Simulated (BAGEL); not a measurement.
**UHF/cc-pVTZ (density fitting with qzvpp-jkfit) run of AlBrF (SMILES [F][Al][Br])**

What is the vertical ionisation energy of AlBrF at UHF/cc-pVTZ (density fitting with qzvpp-jkfit)? 

The calculation is run with BAGEL 1.2.2.

9 further runs of the same task are left out: 1 for a known fault of the program, 5 that didn't finish, 3 set aside as unsound or not needed.

### Step 1. Starting point

AlBrF has 3 atoms, charge 0, and is taken as a doublet. As SMILES, `[F][Al][Br]`. Geometry: relaxed at PBE0-D4/def2-TZVP.

Bond lengths: F1–Al2 1.648 Å, Al2–Br3 2.266 Å. Angles: F1–Al2–Br3 118.9°.

### Step 2. The energy at UHF/cc-pVTZ (density fitting with qzvpp-jkfit)

input.json

```json
{ "bagel": [

{
  "title": "molecule",
  "basis": "cc-pvtz.json",
  "df_basis": "qzvpp-jkfit",
  "angstrom": "true",
  "geometry": [
    { "atom": "F", "xyz": [      -1.120000,       1.016600,      -0.510500 ] },
    { "atom": "Al", "xyz": [      -0.440000,      -0.468200,      -0.288800 ] },
    { "atom": "Br", "xyz": [       1.549000,      -0.613200,       0.786200 ] }
  ]
},

{
  "title": "uhf",
  "nopen": 1
},

{
  "title": "print",
  "file": "orbitals.molden",
  "orbitals": "true"
}

]}
```

The basis set cc-pVTZ is read from a file made from the Basis Set Exchange's data (not shown).

The run is started by

```sh
$ BAGEL_NUM_THREADS=1 BAGEL input.json > input.out
```

Output:

```text
* using 1 threads per process

  ===============================================================
  ===============================================================

  *** Geometry ***

  { "atom" : "F", "xyz" : [     -2.116493,      1.921096,     -0.964705 ] },
  { "atom" : "Al", "xyz" : [     -0.831479,     -0.884770,     -0.545753 ] },
  { "atom" : "Br", "xyz" : [      2.927186,     -1.158780,      1.485703 ] },

  Number of auxiliary basis functions:      471

  Since a DF basis is specified, we compute 2- and 3-index integrals:
    o Being stored without compression. Storage requirement is 0.043 GB

  Number of basis functions:      107
  Number of electrons      :       57

    * METHOD: MOLECULE                             0.30

  *** Open-shell HF ***

  === Nuclear Repulsion ===
   193.0809175193

      * DIIS with orbital gradients will be used.

  === UHF iteration (cc-pvtz.json) ===
      0      -2913.76680720          0.03344845           0.21
      1      -2913.87810597          0.02750298           0.21
      2      -2913.93936559          0.01740915           0.21
      3      -2913.98948141          0.00105383           0.20
      4      -2913.99049680          0.00041320           0.20
      5      -2913.99068565          0.00016676           0.20
      6      -2913.99073020          0.00004722           0.20
      7      -2913.99073636          0.00001526           0.20
      8      -2913.99073733          0.00000723           0.20
      9      -2913.99073757          0.00000338           0.20
     10      -2913.99073763          0.00000109           0.21
     11      -2913.99073763          0.00000048           0.21
     12      -2913.99073763          0.00000022           0.21
     13      -2913.99073763          0.00000009           0.21
     14      -2913.99073763          0.00000004           0.21
     15      -2913.99073763          0.00000002           0.21
     16      -2913.99073763          0.00000001           0.21
    * SCF iteration converged.

    * S^2 (UHF) is 0.7535

    * Permanent dipole moment:
           (    0.290950,     0.608162,     0.221196) a.u.

    * METHOD: UHF                                  3.79

    * METHOD: PRINT                                0.03

  ===============================================================
```

Wall time 4.5 s (1 thread of Arm Neoverse V1, shared host); peak memory 0.15 GiB.

### Step 3. The singlet cation, same level

calc.json

```json
{ "bagel" : [

{
  "title" : "molecule",
  "basis" : "cc-pvtz.json",
  "df_basis" : "qzvpp-jkfit",
  "angstrom" : "true",
  "geometry" : [
    { "atom" : "F", "xyz" : [   -1.120000,    1.016600,   -0.510500 ] },
    { "atom" : "Al", "xyz" : [   -0.440000,   -0.468200,   -0.288800 ] },
    { "atom" : "Br", "xyz" : [    1.549000,   -0.613200,    0.786200 ] }
  ]
},
{ "title" : "hf", "charge" : 1 },
{ "title" : "print", "file" : "orbitals.molden", "orbitals" : "true" }

]}
```

The basis set cc-pVTZ is read from a file made from the Basis Set Exchange's data (not shown).

The run is started by

```sh
$ BAGEL_NUM_THREADS=1 BAGEL calc.json > calc.out
```

Output:

```text
* using 1 threads per process

  ===============================================================
  ===============================================================

  *** Geometry ***

  { "atom" : "F", "xyz" : [     -2.116493,      1.921096,     -0.964705 ] },
  { "atom" : "Al", "xyz" : [     -0.831479,     -0.884770,     -0.545753 ] },
  { "atom" : "Br", "xyz" : [      2.927186,     -1.158780,      1.485703 ] },

  Number of auxiliary basis functions:      471

  Since a DF basis is specified, we compute 2- and 3-index integrals:
    o Being stored without compression. Storage requirement is 0.043 GB

  Number of basis functions:      107
  Number of electrons      :       57

    * METHOD: MOLECULE                             0.30

  *** RHF ***

  === Nuclear Repulsion ===
   193.0809175193

      * DIIS with orbital gradients will be used.

  === RHF iteration (cc-pvtz.json) ===
      0      -2913.45827686          0.01772379           0.10
      1      -2913.54894610          0.01484911           0.10
      2      -2913.66342080          0.00082282           0.10
      3      -2913.66415197          0.00034930           0.10
      4      -2913.66428696          0.00012538           0.10
      5      -2913.66432258          0.00005092           0.10
      6      -2913.66433105          0.00002123           0.10
      7      -2913.66433266          0.00000610           0.10
      8      -2913.66433275          0.00000254           0.10
      9      -2913.66433276          0.00000114           0.09
     10      -2913.66433276          0.00000033           0.10
     11      -2913.66433276          0.00000014           0.10
     12      -2913.66433276          0.00000005           0.10
     13      -2913.66433276          0.00000002           0.10
     14      -2913.66433276          0.00000001           0.10
    * SCF iteration converged.

    * Permanent dipole moment:
           (    1.892545,     1.587474,     1.198177) a.u.

    * METHOD: HF                                   1.74

    * METHOD: PRINT                                0.03

  ===============================================================
```

It took 2.2 s on 1 thread of Arm Neoverse V1, shared host; peak memory 0.15 GiB.

### Step 4. Results

Level: UHF/cc-pVTZ (density fitting with qzvpp-jkfit).

| quantity | value |
| --- | --- |
| doublet AlBrF: total energy | -2913.99074 Eh |
| doublet AlBrF: dipole moment | 1.80 D |
| doublet AlBrF: ⟨S²⟩ | 0.753 |
| singlet cation: total energy | -2913.66433 Eh |
| singlet cation: HOMO energy | -17.63 eV |
| singlet cation: LUMO energy | -8.22 eV |
| singlet cation: HOMO–LUMO gap | 9.41 eV |
| vertical ionisation energy (to the singlet cation) | 8.882 eV |

**Reading.** Removing an electron at fixed nuclei costs 8.88 eV (857 kJ/mol). Only the singlet of the ionised species was computed; a triplet could lie lower.
